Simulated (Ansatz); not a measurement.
Y2In3Pb3, space group Pmmm, a projected density of states

Run with the Python package of Ansatz (0.2.0).

`y2in3pb3.extxyz`
```text
8
Lattice="4.802002 0.0 0.0 0.0 4.813112 0.0 0.0 0.0 9.513121" Properties=species:S:1:pos:R:3 pbc="T T T"
Y     0.00000000    0.00000000    2.37168766
Y     0.00000000    0.00000000    7.14143334
In    2.40100100    2.40655600    2.40275751
In    2.40100100    2.40655600    7.11036349
In    0.00000000    2.40655600    4.75656050
Pb    0.00000000    2.40655600    0.00000000
Pb    2.40100100    0.00000000    4.75656050
Pb    2.40100100    0.00000000    0.00000000
```

Script `y2in3pb3_pdos.py`:
```python
"""Which atoms and shells make the states of Y2In3Pb3."""

import ansatz as az
import numpy as np


def main() -> None:
    structure = az.Crystal.from_extxyz("y2in3pb3.extxyz")

    job = (
        structure.calculation()
        .functional("LDA")
        .occupations("methfessel_paxton", width=0.1)
        .kpoints(5, 5, 3)
        .scf(extra_bands=22)
        .density_of_states(projected=True, method="smearing", broadening_width=0.15, energy_step=0.1)
    )
    planned = job.session().plan(threads=1)
    facts = planned.describe()
    print("plan:", facts["n_bands"], "bands,", len(facts["kpoints_frac"]), "k-points, plane waves", facts["n_pw_range"], "grid", facts["fft_dense"])
    outcome = planned.execute()
    rep = outcome.report

    dos = outcome.density_of_states()
    energy = np.asarray(dos.energies_ev) - dos.fermi_ev
    curves = {}
    for site in outcome.projected_density_of_states().sites:
        for shell in site.shells:
            weight = sum(np.sum(curve.g_bin_mean_per_ev, axis=0) for curve in shell.curves)
            name = f"{site.species} {shell.label}"
            curves[name] = curves.get(name, 0) + weight

    print("E-EF   " + " ".join(f"{name:>8s}" for name in curves))
    for e in np.arange(-8, 4 + 0.1, 1.0):
        print(f"{e:5.1f}  " + " ".join(f"{np.interp(e, energy, g):8.3f}" for g in curves.values()))


if __name__ == "__main__":
    main()
```

Output of `python y2in3pb3_pdos.py`:
```text
DeckWarning: basis.ecutwfc = 420 eV, auto-derived from the records' recommended cutoffs: set by Y (normal level)
plan: 74 bands, 18 k-points, plane waves [4243, 4331] grid [36, 36, 64]
E-EF       Y 4S     Y 5S     Y 4P     Y 4D    In 5S    In 5P    In 4D    Pb 6S    Pb 6P    Pb 5D
 -8.0     0.000    0.000    0.000    0.002    0.000    0.002    0.000    0.020    0.002    0.000
 -7.0     0.001    0.010    0.004    0.042    0.233    0.049    0.002    0.152    0.129    0.001
 -6.0     0.014    0.161    0.016    0.180    1.164    0.298    0.009    0.242    0.569    0.005
 -5.0     0.002    0.018    0.006    0.250    0.888    0.192    0.004    0.199    0.276    0.007
 -4.0     0.002    0.015    0.003    0.124    0.434    0.094    0.002    0.100    0.165    0.003
 -3.0     0.016    0.157    0.014    0.301    0.175    0.872    0.005    0.089    1.013    0.005
 -2.0     0.006    0.074    0.034    1.027    0.202    1.562    0.011    0.145    2.146    0.012
 -1.0     0.002    0.048    0.006    1.003    0.256    0.690    0.006    0.158    0.788    0.010
  0.0     0.002    0.074    0.010    1.210    0.364    1.126    0.009    0.192    0.892    0.009
  1.0     0.001    0.247    0.012    2.923    0.285    1.307    0.012    0.250    1.229    0.014
  2.0     0.002    0.207    0.009    7.027    0.533    1.408    0.016    0.338    0.778    0.021
  3.0     0.005    0.225    0.007    2.224    0.512    1.246    0.007    0.165    0.949    0.008
  4.0     0.002    0.095    0.004    0.819    0.150    1.118    0.003    0.047    1.097    0.004
```
(Warnings from the package without file and line.)

Caveats:
- The run is spin-unpolarised.
- For a metal this k-point mesh is coarse: on a finer one energies can move by several to tens of meV an atom and pressures by half a GPa or more, differences at one mesh by less.
- Spin-orbit coupling, which matters for elements this heavy, is left out.
- The structure comes from a database of computed cells and needn't be a stable or known phase.
- Curves are summed over the cell's atoms. Only shells that the potentials hold have channels, so projections don't add up to the total, least of all where a shell is missing (p of most metals); heights and places of peaks move with the mesh.
- The computed bands are complete only to about 5.6 eV above the Fermi level; beyond that the density of states is undercounted.
- The whole script took 16 s on 1 thread of Arm Neoverse V2, on a shared host, peak memory 0.62 GiB.
